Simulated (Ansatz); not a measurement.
**BClGeH6Si: a ladder of functionals and wavefunction methods**

An exercise on one series of results from a longer session: the logs are not shown, and one member is left open.

Computed with Ansatz 0.2.0, Gaussian basis. Level: functionals in def2-TZVPP, the program's frozen cores in correlated methods.

Plan: LDA (SPW92), PBE-D4, revPBE-D4, BLYP-D4, r2SCAN-D4, B97M-V, PBE0-D4, B3LYP-D4, r2SCANh-D4, r2SCAN0-D4, HSE06-D4, BHLYP-D4, CAM-B3LYP-D4, LC-ωPBE, ωB97X-V, ωB97M-V, B2PLYP, PBE-QIDH; CCSD(T)/def2-SVP; CCSD(T)/def2-TZVPP; MP2/def2-QZVPP; extrapolation to the limit; RPA on PBE.

## The geometry

The geometry comes from an earlier relaxation with PBE0-D4 in a triple-zeta def2 set; it is a stationary point, not always the lowest conformer.

SMILES `[SiH3][BH][GeH2][Cl]`, 10 atoms, charge 0, spin multiplicity 1.

Atoms are counted from 1 here; the program's logs count them from 0.

Bond lengths: Si1–B2 2.007 Å, Si1–H5 1.488 Å, Si1–H6 1.488 Å, Si1–H7 1.494 Å, B2–Ge3 2.051 Å, B2–H8 1.194 Å, Ge3–Cl4 2.169 Å, Ge3–H9 1.539 Å, Ge3–H10 1.541 Å. Angles: B2–Si1–H5 112.2°, B2–Si1–H6 113.8°, B2–Si1–H7 105.1°, H5–Si1–H6 109.0°, H5–Si1–H7 108.5°, H6–Si1–H7 108.1°, Si1–B2–Ge3 121.4°, Si1–B2–H8 119.6°, Ge3–B2–H8 118.9°, B2–Ge3–Cl4 112.2°, B2–Ge3–H9 112.9°, B2–Ge3–H10 111.2°, Cl4–Ge3–H9 105.7°, Cl4–Ge3–H10 105.9°, H9–Ge3–H10 108.5°.

Set-up of the first run:

in.yaml

```yaml
crystal:
  periodic: [false, false, false]
  atoms:
    - {symbol: Si, position_ang: [-0.796340, 1.640380, 0.197487]}
    - {symbol: B, position_ang: [-0.162207, 0.002242, -0.773838]}
    - {symbol: Ge, position_ang: [0.875930, -1.478943, 0.193280]}
    - {symbol: Cl, position_ang: [1.199929, -3.212019, -1.069773]}
    - {symbol: H, position_ang: [-0.644252, 2.873202, -0.621868]}
    - {symbol: H, position_ang: [-0.136981, 1.850296, 1.514436]}
    - {symbol: H, position_ang: [-2.252316, 1.409332, 0.438792]}
    - {symbol: H, position_ang: [-0.422920, -0.135937, -1.930747]}
    - {symbol: H, position_ang: [0.145040, -2.004176, 1.442139]}
    - {symbol: H, position_ang: [2.277314, -0.995478, 0.612990]}
basis:
  gaussian: {orbitals: def2-TZVPP}
hamiltonian: {xc: lda}
output: {orbitals: {seedname: orbitals}}
```

On the command line:

```
$ ansatz run in.yaml --threads 4 --pin off --events-out ev --progress --plain --max-ram 10444MiB
```

Among the steps run: LDA; PBE-D4 (GGA); revPBE-D4 (GGA); BLYP-D4 (GGA); r2SCAN-D4 (meta-GGA); B97M-V (meta-GGA); PBE0-D4 (hybrid); B3LYP-D4 (hybrid); r2SCANh-D4 (hybrid); r2SCAN0-D4 (hybrid); HSE06-D4 (hybrid); BHLYP-D4 (hybrid); CAM-B3LYP-D4 (range-separated); LC-ωPBE (range-separated); ωB97X-V (range-separated); ωB97M-V (range-separated); B2PLYP (double hybrid); PBE-QIDH (double hybrid).

One table of the session follows, with a row left open; its other results are not shown here.

| functional | HOMO (eV) | LUMO (eV) | gap (eV) |
| --- | --- | --- | --- |
| LDA (SPW92) | -6.88 | -4.33 | 2.54 |
| PBE-D4 | -6.78 | -4.11 | 2.67 |
| revPBE-D4 | -6.73 | -4.01 | 2.72 |
| BLYP-D4 | -6.63 | -3.92 | 2.71 |
| r2SCAN-D4 | -7.07 | -3.86 | 3.21 |
| B97M-V | -7.21 | -3.96 | 3.25 |
| PBE0-D4 | -7.99 | -3.18 | 4.82 |
| B3LYP-D4 | -7.77 | -3.34 | 4.43 |
| r2SCANh-D4 | -7.51 | -3.53 | 3.98 |
| r2SCAN0-D4 | ? | ? | ? |
| HSE06-D4 | -7.60 | -3.56 | 4.04 |
| BHLYP-D4 | -9.08 | -2.10 | 6.99 |
| CAM-B3LYP-D4 | -9.29 | -2.01 | 7.28 |
| LC-ωPBE | -10.64 | -0.87 | 9.77 |
| ωB97X-V | -10.29 | -0.98 | 9.31 |
| ωB97M-V | -10.10 | -1.20 | 8.90 |

Estimate the missing values for r2SCAN0-D4.

Worked estimate for «HOMO (eV)». Against the share of exact exchange, r2SCAN-D4 (0, -7.07), r2SCANh-D4 (0.1, -7.51) give a slope of -4.40 per unit share; at 0.25 the line stands at -8.17.

**Answer.** HOMO (eV): -8.17; LUMO (eV): -3.04; gap (eV): 5.13. In «HOMO (eV)» the line misses by 0.00.
